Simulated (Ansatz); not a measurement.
**B2Br2F2H2: basis-set convergence**

An exercise on one series of results from a longer session: the logs are not shown, and one member is left open.

Method: one geometry, several basis sets; program: Ansatz 0.2.0, Gaussian basis.

The runs, in order: PBE0-D4/def2-SVP; ωB97M-V/def2-SVP; PBE0-D4/def2-QZVPP; ωB97M-V/def2-QZVPP; the functionals' def2-TZVPP values are taken from earlier runs.

### The relaxed structure

The geometry comes from an earlier relaxation with PBE0-D4 in a triple-zeta def2 set; it is a stationary point, not always the lowest conformer.

8 atoms, charge 0, spin multiplicity 1.

Atoms are counted from 1 here; the program's logs count them from 0.

Bond lengths: F1–B2 1.324 Å, B2–Br3 2.149 Å, B2–Br6 2.149 Å, B2–H7 1.188 Å, Br3–B4 2.149 Å, B4–F5 1.324 Å, B4–Br6 2.149 Å, B4–H8 1.188 Å. Angles: F1–B2–Br3 109.9°, F1–B2–Br6 109.9°, F1–B2–H7 122.0°, Br3–B2–Br6 95.1°, Br3–B2–H7 108.2°, Br6–B2–H7 108.2°, B2–Br3–B4 84.8°, Br3–B4–F5 110.1°, Br3–B4–Br6 95.1°, Br3–B4–H8 108.1°, F5–B4–Br6 110.1°, F5–B4–H8 122.1°, Br6–B4–H8 108.1°, B2–Br6–B4 84.8°.

Set-up of the first run:

The input, in.yaml:

```yaml
crystal:
  periodic: [false, false, false]
  atoms:
    - {symbol: F, position_ang: [1.168664, -0.975048, 1.820022]}
    - {symbol: B, position_ang: [1.119577, -0.003612, 0.921254]}
    - {symbol: Br, position_ang: [0.856707, -0.834558, -1.042719]}
    - {symbol: B, position_ang: [-1.119862, -0.000394, -0.917966]}
    - {symbol: F, position_ang: [-1.287843, 0.912175, -1.862186]}
    - {symbol: Br, position_ang: [-0.802905, 0.954021, 0.981253]}
    - {symbol: H, position_ang: [1.953491, 0.840655, 0.859172]}
    - {symbol: H, position_ang: [-1.887830, -0.893240, -0.758840]}
basis:
  gaussian: {orbitals: def2-SVP}
hamiltonian: {xc: pbe0, dispersion: d4}
output: {orbitals: {seedname: orbitals}}
```

Started as:

```console
$ ansatz run in.yaml --threads 8 --pin off --events-out ev --progress --plain --max-ram 18278MiB
```

Steps of the session up to this table: PBE0-D4 in def2-SVP; ωB97M-V in def2-SVP; PBE0-D4 in def2-QZVPP; ωB97M-V in def2-QZVPP.

One of the session's tables, all rows but one given; the rest of the session is left out.

It belongs to the step «Functionals by basis». 

```
functional       basis  HOMO (eV)
   PBE0-D4    def2-SVP      -8.74
   PBE0-D4  def2-TZVPP      -8.78
   PBE0-D4  def2-QZVPP      -8.80
   ωB97M-V    def2-SVP     -10.91
   ωB97M-V  def2-TZVPP     -10.98
   ωB97M-V  def2-QZVPP          ?
```

Q: Estimate the row for ωB97M-V, def2-QZVPP from the others.

The run gave: HOMO (eV): -10.99. In the column «HOMO (eV)» it is the lowest.
